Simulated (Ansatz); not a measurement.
# Hf: the cost of one run

Method: DFT PBEsol, scalar-relativistic, plane waves, PAW, in Ansatz 0.2.0.

## Step 1: The structure to begin with

It takes space group Fm-3m (No. 225, cubic). The conventional cell has a = 4.440 Å, b = 4.440 Å, c = 4.440 Å, α = 90.00°, β = 90.00°, γ = 90.00°. Around Hf (site symmetry m-3m) lie 12 Hf at 3.14 Å.

Coordinates:

```
CELL_PARAMETERS angstrom
0.00000 2.22000 2.22000
2.22000 0.00000 2.22000
2.22000 2.22000 0.00000
ATOMIC_POSITIONS crystal
Hf 0.00000 0.00000 0.00000
```

The cell is taken as given, not relaxed at this level.

## Step 2: Zero of energy

Reference values: F = -15597.9632 eV; pressure -1.52 GPa; largest force 0.000 eV/Å; gap on the mesh none (metal). It was computed beforehand with the settings of the runs below.

## Step 3: Setting up a two-dimensional strain map

The cell is strained by p along both x and y and by q along z, with fractional coordinates fixed.

## Step 4: Point p = -0.080, q = -0.080

The input, input.yaml:

```yaml
crystal:
  lattice:
    - [0.0, 2.0424, 2.0424]
    - [2.0424, 0.0, 2.0424]
    - [2.0424, 2.0424, 0.0]
  atoms:
    - { symbol: Hf, position: [0.0, 0.0, 0.0] }
basis:
  ecutwfc: 420
kpoints:
  mp_grid: { grid: [18, 18, 18] }
hamiltonian:
  xc: pbesol
scf:
  occupations: { method: gaussian, width: 0.15 }
output:
  forces: true
  stress: true
  eigenvalues: true
```

Command:

```
$ ansatz run input.yaml --threads 1 --pin off --max-ram 2560MiB --backend cpu --events-out ev --progress --plain --runs-dir out
```

What time and memory should one allow on 1 thread of Arm Neoverse V2, shared host?

About 2.6 s, with a peak of 0.32 GiB.
